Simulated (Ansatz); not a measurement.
# HgBr3: the cost of one run

Method: DFT PBE, scalar-relativistic, plane waves, PAW, in Ansatz 0.2.0.

## (1) The structure to begin with

Symmetry: P6_3/mmc, No. 194, hexagonal system. The conventional cell has a = 8.945 Å, b = 8.945 Å, c = 3.843 Å, α = 90.00°, β = 90.00°, γ = 120.00°. Hg (site symmetry -6m2) is surrounded by 6 Br at 2.86 Å. Br (site symmetry mm2) is surrounded by 2 Hg at 2.86 Å.

As a file:

```cif
data_structure
_symmetry_space_group_name_H-M 'P6_3/mmc'
_symmetry_Int_Tables_number 194
_cell_length_a 8.9452
_cell_length_b 8.9452
_cell_length_c 3.8431
_cell_angle_alpha 90.000
_cell_angle_beta 90.000
_cell_angle_gamma 120.000
_cell_volume 266.31
loop_
_atom_site_label
_atom_site_type_symbol
_atom_site_symmetry_multiplicity
_atom_site_Wyckoff_symbol
_atom_site_fract_x
_atom_site_fract_y
_atom_site_fract_z
_atom_site_occupancy
Hg1 Hg 2 d 0.66667 0.33333 0.25000 1
Br1 Br 6 h 0.39333 0.19666 0.75000 1
```

This is candidate A: structure listed in a database for this formula (P6_3/mmc, No. 194).

(A quick probe on a coarse mesh, which set the mesh and smearing, is not shown.)

## (3) Full relaxation (candidate A)

input.yaml

```yaml
crystal:
  lattice:
    - [8.9451799474, 0.0, 0.0]
    - [-4.4725899737, 7.7467530759, 0.0]
    - [0.0, 0.0, 3.843141]
  atoms:
    - { symbol: Hg, position: [0.66666667, 0.33333333, 0.25] }
    - { symbol: Hg, position: [0.33333333, 0.66666667, 0.75] }
    - { symbol: Br, position: [0.393328, 0.196664, 0.75] }
    - { symbol: Br, position: [0.803336, 0.196664, 0.75] }
    - { symbol: Br, position: [0.803336, 0.606672, 0.75] }
    - { symbol: Br, position: [0.606672, 0.803336, 0.25] }
    - { symbol: Br, position: [0.196664, 0.803336, 0.25] }
    - { symbol: Br, position: [0.196664, 0.393328, 0.25] }
basis:
  ecutwfc: 420
kpoints:
  mp_grid: { grid: [6, 6, 10] }
hamiltonian:
  xc: pbe
scf:
  occupations: { method: gaussian, width: 0.1 }
output:
  forces: true
  stress: true
  eigenvalues: true
relax:
  adjacent_minimum: "off"
  f_tol: 0.01
  max_steps: 80
  cell: { stress_tol: 0.05 }
```

On the command line:

```sh
$ ansatz run input.yaml --threads 1 --pin off --max-ram 2560MiB --backend cpu --events-out ev --progress --plain --runs-dir out
```

**Question.** How long does this run take on 1 thread of Arm Neoverse V2, shared host, and how much memory does it need?

About 2.3 min, with a peak of 0.71 GiB.
